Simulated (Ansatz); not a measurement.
**CHBr₂I: how energies converge with the basis set**

One table from this session's results is given with a row withheld; the runs are named, their logs left out.

Method: one geometry, several basis sets; program: Ansatz 0.2.0, Gaussian basis.

The runs, in order: PBE0-D4/def2-SVP; ωB97M-V/def2-SVP; PBE0-D4/def2-QZVPP; ωB97M-V/def2-QZVPP; the functionals' def2-TZVPP values are taken from earlier runs.

## The geometry

The geometry comes from an earlier relaxation with PBE0-D4 in a triple-zeta def2 set; it is a stationary point. I takes the def2 core potential; no spin-orbit term is included.

SMILES `BrC(Br)I`, 5 atoms, charge 0, spin multiplicity 1.

Atoms are counted from 1 here; the program's logs count them from 0.

Bond lengths: Br1–C2 1.921 Å, C2–Br3 1.921 Å, C2–I4 2.133 Å, C2–H5 1.083 Å. Angles: Br1–C2–Br3 111.8°, Br1–C2–I4 112.2°, Br1–C2–H5 107.0°, Br3–C2–I4 112.2°, Br3–C2–H5 107.0°, I4–C2–H5 106.3°.

Geometry (Å):

```mol
CHBr2I
  3D, bonds by distance, orders not assigned

  5  4  0  0  0  0  0  0  0  0999 V2000
   -0.5169    0.4495    1.7667 Br  0  0
    0.1082    0.0765   -0.0116 C   0  0
    1.2215   -1.4888   -0.0639 Br  0  0
   -1.4890   -0.0245   -1.4213 I   0  0
    0.7261    0.9137   -0.3113 H   0  0
  1  2  8  0
  2  3  8  0
  2  4  8  0
  2  5  8  0
M  END
```

Set-up of the first run:

Contents of in.yaml:

```yaml
crystal:
  periodic: [false, false, false]
  atoms:
    - {symbol: Br, position_ang: [-0.516912, 0.449525, 1.766709]}
    - {symbol: C, position_ang: [0.108168, 0.076456, -0.011557]}
    - {symbol: Br, position_ang: [1.221490, -1.488762, -0.063927]}
    - {symbol: I, position_ang: [-1.488996, -0.024524, -1.421335]}
    - {symbol: H, position_ang: [0.726051, 0.913705, -0.311289]}
basis:
  gaussian: {orbitals: def2-SVP}
hamiltonian: {xc: pbe0, dispersion: d4}
output: {orbitals: {seedname: orbitals}}
```

The run is started by

```
ansatz run in.yaml --threads 4 --pin off --events-out ev --progress --plain --max-ram 10444MiB
```

Among the steps run: PBE0-D4 in def2-SVP; ωB97M-V in def2-SVP; PBE0-D4 in def2-QZVPP; ωB97M-V in def2-QZVPP.

One table of the session follows, with a row left open; its other results are not shown here.

It belongs to the step «Density functionals: the series». 

| functional | basis | HOMO (eV) | LUMO (eV) |
| --- | --- | --- | --- |
| PBE0-D4 | def2-SVP | -7.57 | -2.07 |
| PBE0-D4 | def2-TZVPP | -7.66 | -2.23 |
| PBE0-D4 | def2-QZVPP | -7.67 | -2.28 |
| ωB97M-V | def2-SVP | -9.69 | 0.05 |
| ωB97M-V | def2-TZVPP | -9.81 | -0.20 |
| ωB97M-V | def2-QZVPP | ? | ? |

**Question.** Estimate the row for ωB97M-V, def2-QZVPP.

The run gave: HOMO (eV): -9.83; LUMO (eV): -0.30. In the column «HOMO (eV)» it is the lowest.
